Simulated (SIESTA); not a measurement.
HPbNO4:

```
H Pb N O
1.0
     4.27531   -0.00040    0.00636
    -2.08399    5.20775   -0.04907
    -2.12377   -1.86574    4.91491
H Pb N O
1 1 1 4
Direct
  0.99073 0.03330 0.90994
  0.50274 0.81989 0.14287
  0.00838 0.47408 0.50265
  0.99816 0.92741 0.02877
  0.19467 0.73435 0.60852
  0.81673 0.35882 0.24556
  0.01381 0.33121 0.65217
```

The cell was built by a generator and needn't be a form met in nature.

| Quantity | Value |
| --- | --- |
| Program | SIESTA 5.4.2 |
| Task | relaxation of cell and atoms |
| Functional | vdW-DF2 |
| Potentials or basis | PseudoDojo 0.4 standard (PBE files) |
| Basis | DZP (energy shift 0.003 Ry; two zetas on semicore shells) |
| Grid cutoff | 800 Ry |
| Energy shift | 0.003 Ry |
| k mesh | 6 × 4 × 4 |
| Occupations | fermi-dirac, width 0.05 eV |
| Spin | no spin polarisation |

At the start: pressure 6.3 GPa; volume 15.59 Å³/atom.

Problem. How do energy, volume and symmetry change on relaxing?

Solution. Over 20 steps the energy falls by 36.0 meV/atom and the volume is 15.25 Å³/atom (-2.2 %); space group P1 (No. 1, to 0.05 Å).

The path:
```
step  energy change (eV)  largest force (eV/Å)  pressure (GPa)  volume (Å³)
   1              0.0000                2.7138            6.30       109.13
   2             -0.1755                0.9538           -0.30       110.29
   3             -0.2005                0.7086            0.67       110.25
   4             -0.2100                0.4641            0.36       110.31
   5             -0.2234                0.2586            0.06       110.48
   6             -0.2281                0.1324           -0.28       110.57
   7             -0.2308                0.1196           -0.55       110.43
   8             -0.2325                0.1663           -0.24       110.26
   9             -0.2372                0.0548           -0.43       109.87
  10             -0.2487                0.0299           -0.15       108.03
  11             -0.2499                0.0196           -0.10       107.49
  12             -0.2498                0.0157           -0.13       107.60
  13             -0.2501                0.0167           -0.10       107.45
  14             -0.2508                0.0129           -0.05       107.19
  15             -0.2513                0.0147           -0.02       107.00
  16             -0.2516                0.0112            0.03       106.71
  17             -0.2516                0.0096            0.03       106.67
  18             -0.2517                0.0104            0.03       106.68
  19             -0.2517                0.0091            0.03       106.67
  20             -0.2517                0.0086            0.02       106.74
```

Final structure:
```xyz
7
Lattice="4.3057 -0.0066 0.0042 -2.1064 5.0951 0.0190 -2.1385 -1.7584 4.8590" Properties=species:S:1:pos:R:3 pbc="T T T"
H     2.2482   -1.4214    4.4224
Pb    0.1288    3.7981    0.8053
N    -2.0366    1.5661    2.4270
O     2.2813    4.6419    0.1738
O    -2.0149    2.7638    2.9519
O     2.2411    1.4346    1.1267
O    -2.0307    0.5026    3.1948
```

Caveat: the potentials were made for another functional, which shifts forces and pressure; the basis of atomic orbitals isn't converged, which shifts pressures, moduli and gaps.
